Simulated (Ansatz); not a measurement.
Working through a convergence test of the k-point mesh of CaMg, space group P-6m2

With Ansatz 0.2.0, Python API.

Contents of `camg.extxyz`:
```text
2
Lattice="3.66811854 0.0 0.0 -1.83405927 3.17668384 0.0 0.0 0.0 5.622298" Properties=species:S:1:pos:R:3 pbc="T T T"
Ca    0.00000000    0.00000000    2.81114900
Mg    1.83405929    1.05889460    0.00000000
```

Run as a notebook:

```python
import warnings

import ansatz as az
```

```python
warnings.simplefilter('ignore', az.DeckWarning)

crystal = az.Crystal.from_extxyz('camg.extxyz')
```

```python
crystal.resolved().tree()['lattice']
```

    ((3.66811854, 0.0, 0.0), (-1.83405927, 3.17668384, 0.0), (0.0, 0.0, 5.622298))

```python
base = (
    crystal.calculation()
    .basis(20 * az.Ha)
    .occupations('methfessel_paxton')
    .scf(tolerance=1e-09, max_iterations=200)
    .functional('PBEsol')
)

rows = []
for value in [(2, 2, 2), (3, 3, 2), (4, 4, 3), (6, 6, 3), (7, 7, 4), (9, 9, 5)]:
    data = base.kpoints(*value).run(threads=1).report
    rows.append((value, data['free_energy_ev'] / len(data['lattice']['sites']), data['n_iterations'], data['n_kpoints']))
```

    

```python
print('        mesh   F/atom (eV)    iterations      k-points')
for row in rows:
    print(f'{str(row[0]):>12s}  {row[1]:12.5f}  {row[2]:12d}  {row[3]:12d}')
```

            mesh   F/atom (eV)    iterations      k-points
       (2, 2, 2)   -1852.64694            12             4
       (3, 3, 2)   -1852.69548             9             6
       (4, 4, 3)   -1852.82857             8             8
       (6, 6, 3)   -1852.80779             7            14
       (7, 7, 4)   -1852.83242             8            24
       (9, 9, 5)   -1852.83204             8            36

```python
for row in rows[:-1]:
    shift = 1000 * (row[1] - rows[-1][1])
    print(f'{row[0]}: {shift:+.2f} meV/atom' + ('  (within 2 meV)' if abs(shift) < 2 else ''))
```

    (2, 2, 2): +185.10 meV/atom
    (3, 3, 2): +136.56 meV/atom
    (4, 4, 3): +3.48 meV/atom
    (6, 6, 3): +24.26 meV/atom
    (7, 7, 4): -0.38 meV/atom  (within 2 meV)

From 7×7×4 on it stays within 2 meV an atom of the value at 9×9×5; the first row (2×2×2) is off by 185.1 meV and the last but one by 0.38 meV. That rests on few rows after larger swings, so the series isn't shown to be converged. It goes up and down, since the sum over k-points isn't variational.

Reading the output:
- The structure comes from a database of computed cells and needn't be a stable or known phase.
- Shifts are counted from the finest mesh, which is itself no proven limit.
- Wall time of the script: 12 s on 1 thread of Intel(R) Xeon(R) Platinum 8375C CPU @ 2.90GHz (Ice Lake), with other jobs on the host, peak memory 0.42 GiB.

(Lines on the test bed's own set-up are left out of the output.)
